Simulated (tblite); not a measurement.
# C8H17P: the cost of one run

Programs: tblite 0.8.0 and PySCF 2.14.0, with density-fitted response routines of our own. Each step states its level of theory. These are calculated values for one molecule in the gas phase, unless marked as measured. Atoms are numbered from 0 throughout.

**1. The starting structure**

26 atoms, charge 0, multiplicity 1; geometry from: force field or distance geometry start.

Bonds of the start (Å): C0–C1 1.49, C1–C2 1.49, C1–P3 1.65, P3–C4 1.85, C4–C5 1.51, C5–C6 1.53, C5–C7 1.52, C5–C8 1.50, C0–H9 1.09, C0–H10 1.12, C0–H11 1.11, C2–H12 1.10, C2–H13 1.11, C2–H14 1.11, C4–H15 1.12, C4–H16 1.12, C6–H17 1.13, C6–H18 1.12, C6–H19 1.10, C7–H20 1.12, C7–H21 1.10, C7–H22 1.10, C8–H23 1.09, C8–H24 1.11, C8–H25 1.13.

**2. Relaxing the molecule with GFN2-xTB**

The job: settings as JSON, then the geometry in Å.

```
{"job": {"kind": "relax", "xc": "GFN2-xTB", "basis": "xTB"}, "charge": 0, "multiplicity": 1}
C      2.905000     0.800800    -0.242500
C      2.339100    -0.567300    -0.370300
C      3.300000    -1.707700    -0.345600
P      0.699000    -0.715200    -0.506000
C     -0.459500     0.724200    -0.500700
C     -1.695400     0.274500     0.246900
C     -1.283400    -0.105400     1.671900
C     -2.628800     1.468600     0.274200
C     -2.338000    -0.952800    -0.340200
H      3.679200     0.879000    -1.011000
H      2.069700     1.504800    -0.486000
H      3.280200     1.037200     0.776400
H      4.348100    -1.373500    -0.403900
H      3.145700    -2.330800     0.555400
H      3.048000    -2.348200    -1.212800
H     -0.755600     1.029300    -1.539700
H     -0.038700     1.627600     0.013400
H     -0.678500    -1.063400     1.657200
H     -2.192000    -0.379600     2.268900
H     -0.687500     0.677500     2.166000
H     -2.638800     1.891600     1.307800
H     -3.621400     1.105600    -0.037100
H     -2.217800     2.234500    -0.403600
H     -1.606300    -1.646700    -0.765300
H     -3.042900    -0.637500    -1.139800
H     -2.950600    -1.404500     0.499000
```

Command:

```console
$ OMP_NUM_THREADS=1 python probes_run.py task.json out
```

One launch serves the whole session: the jobs run in the order shown.

**Question.** How long does this first job take on 1 thread of Intel Xeon Platinum 8488C, shared host, and how much memory does it need?

About 2 s, with a peak of 0.18 GiB.
